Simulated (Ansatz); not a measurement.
# AlFH2O2: the cost of one run

All numbers below are computed with Ansatz 0.2.0 (RKS B3LYP-D4/def2-SVP).

**1. The system as given**

Bond lengths: Al1–O2 1.780 Å, O2–H3 1.010 Å, Al1–O4 1.780 Å, O4–H5 1.010 Å, Al1–F6 1.690 Å. Angles: Al1–O2–H3 109.5°, O2–Al1–O4 120.0°, O2–Al1–F6 120.0°, O4–Al1–F6 120.0°, Al1–O4–H5 109.5°.

Coordinates:

```xyz
6

Al    0.0000    0.0000    0.0000
O     0.0000    0.0000    1.7800
H    -0.9095   -0.2814    2.1171
O     1.5415    0.0000   -0.8900
H     1.8414   -0.9519   -1.0449
F    -1.4635    0.0000   -0.8450
```

**2. Relaxing the start**

The input, input.yaml:

```yaml
crystal:
  periodic: [false, false, false]
  atoms:
    - { symbol: Al, position_ang: [0.0, 0.0, 0.0] }
    - { symbol: O, position_ang: [0.0, 0.0, 1.78] }
    - { symbol: H, position_ang: [-0.9095, -0.2814, 2.1171] }
    - { symbol: O, position_ang: [1.5415, 0.0, -0.89] }
    - { symbol: H, position_ang: [1.8414, -0.9519, -1.0449] }
    - { symbol: F, position_ang: [-1.4635, 0.0, -0.845] }
basis:
  gaussian: { orbitals: def2-SVP }
hamiltonian:
  xc: b3lyp
  dispersion: d4
relax:
  f_tol: 0.02
  max_steps: 40
output:
  orbitals: {}
```

On the command line:

```bash
$ ansatz run input.yaml --threads 1 --pin off --max-ram 2048MiB --backend cpu --events-out ev --progress --plain --runs-dir out
```

**Question.** How long does this run take on 1 thread of Arm Neoverse V2, shared host, and how much memory does it need?

About 29 s, with a peak of 0.14 GiB.
